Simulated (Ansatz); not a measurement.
**C₃H₆BCl: up Jacob's ladder to CCSD(T)**

One table from this session's results is given with a row withheld; the runs are named, their logs left out.

Method: functionals in def2-TZVPP, the program's frozen cores in correlated methods; program: Ansatz 0.2.0, Gaussian basis.

Levels to be run: PBE-D4, r2SCAN-D4, PBE0-D4, B3LYP-D4, ωB97X-V, ωB97M-V, B2PLYP; CCSD(T)/def2-TZVPP; MP2/def2-QZVPP; extrapolation to the limit.

### The relaxed structure

An earlier PBE0-D4 in a triple-zeta def2 set relaxation fixed the geometry.

SMILES `C/C=C\BCl`, 11 atoms, charge 0, spin multiplicity 1.

Atoms are counted from 1 here; the program's logs count them from 0.

Bond lengths: C1–C2 1.485 Å, C1–H6 1.095 Å, C1–H7 1.088 Å, C1–H8 1.095 Å, C2–C3 1.345 Å, C2–H9 1.091 Å, C3–B4 1.526 Å, C3–H10 1.088 Å, B4–Cl5 1.756 Å, B4–H11 1.192 Å. Angles: C2–C1–H6 110.0°, C2–C1–H7 112.9°, C2–C1–H8 110.0°, H6–C1–H7 108.8°, H6–C1–H8 106.1°, H7–C1–H8 108.8°, C1–C2–C3 127.7°, C1–C2–H9 114.3°, C3–C2–H9 118.0°, C2–C3–B4 124.9°, C2–C3–H10 116.6°, B4–C3–H10 118.4°, C3–B4–Cl5 119.4°, C3–B4–H11 124.9°, Cl5–B4–H11 115.6°.

Set-up of the first run:

Contents of in.yaml:

```yaml
crystal:
  periodic: [false, false, false]
  atoms:
    - {symbol: C, position_ang: [-1.264725, 0.073361, -0.852310]}
    - {symbol: C, position_ang: [0.183527, -0.249912, -0.895859]}
    - {symbol: C, position_ang: [1.066382, -0.207926, 0.117489]}
    - {symbol: B, position_ang: [0.732238, 0.193559, 1.550909]}
    - {symbol: Cl, position_ang: [2.001246, 0.198272, 2.763936]}
    - {symbol: H, position_ang: [-1.489798, 0.877035, -1.561295]}
    - {symbol: H, position_ang: [-1.602844, 0.373099, 0.137397]}
    - {symbol: H, position_ang: [-1.850904, -0.791913, -1.179256]}
    - {symbol: H, position_ang: [0.546859, -0.554131, -1.878068]}
    - {symbol: H, position_ang: [2.092365, -0.483659, -0.117765]}
    - {symbol: H, position_ang: [-0.349047, 0.515314, 1.935420]}
basis:
  gaussian: {orbitals: def2-TZVPP}
hamiltonian: {xc: pbe, dispersion: d4}
output: {forces: true, orbitals: {seedname: orbitals}}
```

On the command line:

```console
> ansatz run in.yaml --threads 4 --pin off --events-out ev --progress --plain --max-ram 10444MiB
```

Among the steps run: PBE-D4 (GGA); r2SCAN-D4 (meta-GGA); PBE0-D4 (hybrid); B3LYP-D4 (hybrid); ωB97X-V (range-separated); ωB97M-V (range-separated); B2PLYP (double hybrid); CCSD(T) in def2-TZVPP; MP2 in def2-QZVPP.

One table of the session follows, with a row left open; its other results are not shown here.

| method | atomisation energy (kcal/mol) |
| --- | --- |
| PBE-D4 | ? |
| r2SCAN-D4 | 1061.9 |
| PBE0-D4 | 1065.7 |
| B3LYP-D4 | 1056.5 |
| ωB97X-V | 1054.3 |
| ωB97M-V | 1058.4 |
| B2PLYP | 1046.5 |
| HF/def2-TZVPP | 807.4 |
| MP2/def2-TZVPP | 1047.0 |
| CCSD/def2-TZVPP | 1013.4 |
| CCSD(T)/def2-TZVPP | 1028.4 |
| MP2/CBS | 1069.3 |
| CCSD(T)/CBS | 1050.6 |

**Question.** Estimate the row for PBE-D4.

**Answer.** atomisation energy (kcal/mol): 1080.0. In the column «atomisation energy (kcal/mol)» it is the highest.
